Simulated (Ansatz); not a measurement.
# C4H10Sn: one species, many methods

The task here is to estimate one member of a computed series from the others.

Program: Ansatz 0.2.0, Gaussian basis. Level of theory: functionals in def2-TZVPP, the program's frozen cores in correlated methods. These are calculated values, not measurements.

Levels to be run: LDA (SPW92), PBE-D4, revPBE-D4, BLYP-D4, r2SCAN-D4, B97M-V, PBE0-D4, B3LYP-D4, r2SCANh-D4, r2SCAN0-D4, HSE06-D4, BHLYP-D4, CAM-B3LYP-D4, LC-ωPBE, ωB97X-V, ωB97M-V, B2PLYP, PBE-QIDH; CCSD(T)/def2-SVP; CCSD(T)/def2-TZVPP; MP2/def2-QZVPP; extrapolation to the limit; RPA on PBE.

## Structure used throughout

All runs share one geometry, relaxed beforehand with PBE0-D4 in a triple-zeta def2 set. Sn takes the def2 core potential; no spin-orbit term is included.

SMILES `C[CH2][Sn][CH2]C`, 15 atoms, charge 0, spin multiplicity 1.

Atoms are counted from 1 here; the program's logs count them from 0.

Bond lengths: C1–C2 1.524 Å, C1–H6 1.095 Å, C1–H7 1.095 Å, C1–H8 1.093 Å, C2–Sn3 2.205 Å, C2–H9 1.093 Å, C2–H10 1.097 Å, Sn3–C4 2.206 Å, C4–C5 1.524 Å, C4–H11 1.093 Å, C4–H12 1.098 Å, C5–H13 1.095 Å, C5–H14 1.095 Å, C5–H15 1.093 Å. Angles: C2–C1–H6 111.9°, C2–C1–H7 112.1°, C2–C1–H8 111.8°, H6–C1–H7 106.6°, H6–C1–H8 107.0°, H7–C1–H8 107.1°, C1–C2–Sn3 113.5°, C1–C2–H9 110.8°, C1–C2–H10 110.4°, Sn3–C2–H9 108.3°, Sn3–C2–H10 107.1°, H9–C2–H10 106.5°, C2–Sn3–C4 94.7°, Sn3–C4–C5 114.8°, Sn3–C4–H11 108.0°, Sn3–C4–H12 106.2°, C5–C4–H11 110.9°, C5–C4–H12 110.4° and more.

Set-up of the first run:

The input, in.yaml:

```yaml
crystal:
  periodic: [false, false, false]
  atoms:
    - {symbol: C, position_ang: [-0.533149, 0.482616, 1.816291]}
    - {symbol: C, position_ang: [0.919991, 0.482546, 1.355648]}
    - {symbol: Sn, position_ang: [1.505017, -1.360030, 0.294954]}
    - {symbol: C, position_ang: [-0.091429, -1.211453, -1.219631]}
    - {symbol: C, position_ang: [-0.177531, 0.135041, -1.927293]}
    - {symbol: H, position_ang: [-0.746573, -0.348856, 2.495994]}
    - {symbol: H, position_ang: [-0.794010, 1.400306, 2.354333]}
    - {symbol: H, position_ang: [-1.225879, 0.394566, 0.975252]}
    - {symbol: H, position_ang: [1.596248, 0.619018, 2.203623]}
    - {symbol: H, position_ang: [1.105226, 1.320485, 0.672160]}
    - {symbol: H, position_ang: [0.050474, -2.021724, -1.939876]}
    - {symbol: H, position_ang: [-1.031454, -1.428919, -0.695571]}
    - {symbol: H, position_ang: [0.749580, 0.378361, -2.456146]}
    - {symbol: H, position_ang: [-0.978601, 0.156181, -2.674019]}
    - {symbol: H, position_ang: [-0.369810, 0.951162, -1.226317]}
basis:
  gaussian: {orbitals: def2-TZVPP}
hamiltonian: {xc: lda}
output: {orbitals: {seedname: orbitals}}
```

The run is started by

```
$ ansatz run in.yaml --threads 2 --pin off --events-out ev --progress --plain --max-ram 20480MiB --backend cuda --devices 0, --max-vram 18GiB
```

Steps of the session up to this table: LDA; PBE-D4 (GGA); revPBE-D4 (GGA); BLYP-D4 (GGA); r2SCAN-D4 (meta-GGA); B97M-V (meta-GGA); PBE0-D4 (hybrid); B3LYP-D4 (hybrid); r2SCANh-D4 (hybrid); r2SCAN0-D4 (hybrid); HSE06-D4 (hybrid); BHLYP-D4 (hybrid); CAM-B3LYP-D4 (range-separated); LC-ωPBE (range-separated); ωB97X-V (range-separated); ωB97M-V (range-separated); B2PLYP (double hybrid); PBE-QIDH (double hybrid).

One table of the session follows, with a row left open; its other results are not shown here.

| functional | HOMO (eV) | LUMO (eV) | gap (eV) |
| --- | --- | --- | --- |
| LDA (SPW92) | -4.91 | -3.37 | 1.54 |
| PBE-D4 | -4.75 | -3.10 | 1.65 |
| revPBE-D4 | ? | ? | ? |
| BLYP-D4 | -4.64 | -3.06 | 1.59 |
| r2SCAN-D4 | -4.95 | -2.98 | 1.97 |
| B97M-V | -4.91 | -3.09 | 1.82 |
| PBE0-D4 | -5.69 | -2.35 | 3.35 |
| B3LYP-D4 | -5.55 | -2.62 | 2.93 |
| r2SCANh-D4 | -5.30 | -2.70 | 2.60 |
| r2SCAN0-D4 | -5.83 | -2.29 | 3.54 |
| HSE06-D4 | -5.31 | -2.71 | 2.60 |
| BHLYP-D4 | -6.54 | -1.62 | 4.92 |
| CAM-B3LYP-D4 | -6.90 | -1.45 | 5.45 |
| LC-ωPBE | -8.07 | -0.30 | 7.77 |
| ωB97X-V | -7.80 | -0.46 | 7.33 |
| ωB97M-V | -7.73 | -0.65 | 7.08 |

**Question.** Estimate the row for revPBE-D4.

The run gave: HOMO (eV): -4.70; LUMO (eV): -2.98; gap (eV): 1.72. In the column «HOMO (eV)» it lies between PBE-D4 (-4.75) and BLYP-D4 (-4.64).

Caveats from the session: All levels share the lack of spin-orbit coupling, which lowers the free heavy atoms and so the true binding.
